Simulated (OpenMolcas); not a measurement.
# Os⁶⁺ among point charges: CASSCF and CASPT2 levels and susceptibility

Aim: the splitting of the states of Os⁶⁺ in the field of 6 point charges, its lowest levels with spin-orbit coupling and its magnetic susceptibility.

Method: state-averaged CASSCF and CASPT2, spin-orbit coupling by RASSI with atomic mean-field integrals. Code: OpenMolcas 26.06.

## (1) The atom as given

- Species: Os⁶⁺ (osmium, Z = 76, 70 electrons)
- Basis: ANO-RCC-VDZP [7s6p4d2f1g], 68 functions
- Scalar Hamiltonian: DKH2, point nucleus
- Inactive shells: 1s 2s 2p 3s 3p 3d 4s 4p 4d 4f 5s 5p
- Active space: 2 electrons in 5 orbitals (5d)
- Some configurations of this space: 5d2
- Orbitals: optimised for each spin and parity, averaged over all roots

The outer shells:

5d2
```
5d [↑ ][↑ ][  ][  ][  ]
```

The ion sits among 6 point charges of -0.85 e arranged as an octahedron (Oh), 1.81 Å from the ion.

Each step is its own input file, run in one work folder so that later steps find the files of earlier ones. Labels, J, g values, rates, χT and fits are worked out afterwards by a script from the matrices that RASSI stores. The input lists half of the charges; inversion (Group=XYZ) makes the rest.

## (2) Basis and integrals

Input file a.inp:

```
&GATEWAY
Coord
1

Os 0.0 0.0 0.0
Basis=ANO-RCC-VDZP
Group=XYZ
NoMove
AngMom=0.0 0.0 0.0
AMFI
XField
3 Angstrom 0
1.810000 0.000000 0.000000 -0.850000
0.000000 1.810000 0.000000 -0.850000
0.000000 0.000000 1.810000 -0.850000
&SEWARD
```

Started as:

```bash
> OMP_NUM_THREADS=1 MOLCAS_MEM=1689 MOLCAS_PROJECT=a pymolcas a.inp > a.log
```

## (3) Reference wave functions, triplets of even parity, 10 roots

Input file a.inp:

```
&RASSCF
FileOrb=start.orb
Symmetry=1
Spin=3
nActEl=2 0 0
Inactive=15 19
Ras2=5 0
CIRoot=10 10 1
SDav=10
CIMx=300
Iter=120 100
PrWF=0.3
OrbListing=Nothing
MaxOrb=0
>>> COPY $Project.JobIph JOB001
```

start.orb holds the contracted functions of the basis, ordered by shell, or the orbitals of the step before.

## (4) Reference wave functions, singlets of even parity, 15 roots

Input file a.inp:

```
&RASSCF
FileOrb=start.orb
Symmetry=1
Spin=1
nActEl=2 0 0
Inactive=15 19
Ras2=5 0
CIRoot=15 15 1
SDav=15
CIMx=300
Iter=120 100
PrWF=0.3
OrbListing=Nothing
MaxOrb=0
>>> COPY $Project.JobIph JOB002
```

## (5) RASSI: spin-orbit coupling between the states

Input file a.inp:

```
&RASSI
NrOfJobIphs=2 10 15
1 2 3 4 5 6 7 8 9 10
1 2 3 4 5 6 7 8 9 10 11 12 13 14 15
IphNames
JOB001
JOB002
EJob
SpinOrbit
DIPRint=1.0
SOCoupling=1000.0
Subsets=2
Property=9
'ANGMOM' 1 'ANGMOM' 2 'ANGMOM' 3 'MLTPL  1' 1 'MLTPL  1' 2 'MLTPL  1' 3
'AMFI' 1 'AMFI' 2 'AMFI' 3
SOProperty=3
'ANGMOM' 1 'ANGMOM' 2 'ANGMOM' 3
```

## (6) CASPT2: IPEA 0.25, imaginary shift 0.1 (closed shells correlated: 5s 5p)

Input file a.inp:

```
>>> COPY JOB001 $Project.JobIph
&CASPT2
Multistate=10 1 2 3 4 5 6 7 8 9 10
NoMult
Frozen=14 16
IPEA=0.25
Imaginary=0.1
MaxIter=60
WThr=0.0 0.3 0.05
PrWF=0.5
NoMix
>>> COPY JOB002 $Project.JobIph
&CASPT2
Multistate=15 1 2 3 4 5 6 7 8 9 10 11 12 13 14 15
NoMult
Frozen=14 16
IPEA=0.25
Imaginary=0.1
MaxIter=60
WThr=0.0 0.3 0.05
PrWF=0.5
NoMix
```

(Steps that only read results are left out.)

What does the calculation give? Wanted: spin-free ground state; first state of the same spin within the active space; lowest level; next level.

As calculated:

| quantity | value |
| --- | --- |
| method | SS-CASPT2, IPEA 0.25, imaginary shift 0.1 (closed shells correlated: 5s 5p) |
| spin-free ground state | 3T1, 3-fold in its orbital part |
| first state of the same spin within the active space | 3T2 at 4890 cm⁻¹ |
| lowest level | 2-fold E, g = 0.00, 0.00, 0.00 |
| next level | 1092.4 cm⁻¹ |
| χT at 300 K | 0.11 cm³ K/mol |
| effective moment at 300 K | 0.93 μB |

Cost by method:

```
                                              method  time of its own steps  time with the reference
                                           A. CASSCF                  4.9 s                    4.9 s
B. SS-CASPT2, IPEA 0.25, imaginary shift 0.1, +5s 5p                  2.4 s                    7.2 s
```

Times are of one thread on a shared host.

The spin-free ground state (3T1) comes to 98 % from free-ion F terms and keeps the highest spin of the shell. χT at 300 K is 0.11, against 1.00 cm³ K/mol for the spin alone, so spin-orbit coupling lowers it. A ligand-field fit to the states below 45000 cm-1 gives 10Dq = 6123 cm-1, B = 840 cm-1 and C = 3590 cm-1 (C/B = 4.27), with a deviation of 251 cm-1. CASPT2 does not keep the components of a term degenerate, and the means are used. The field of point charges can differ much from that of real complexes. Point charges carry no covalency, so the field is a model and not that of real ligands.
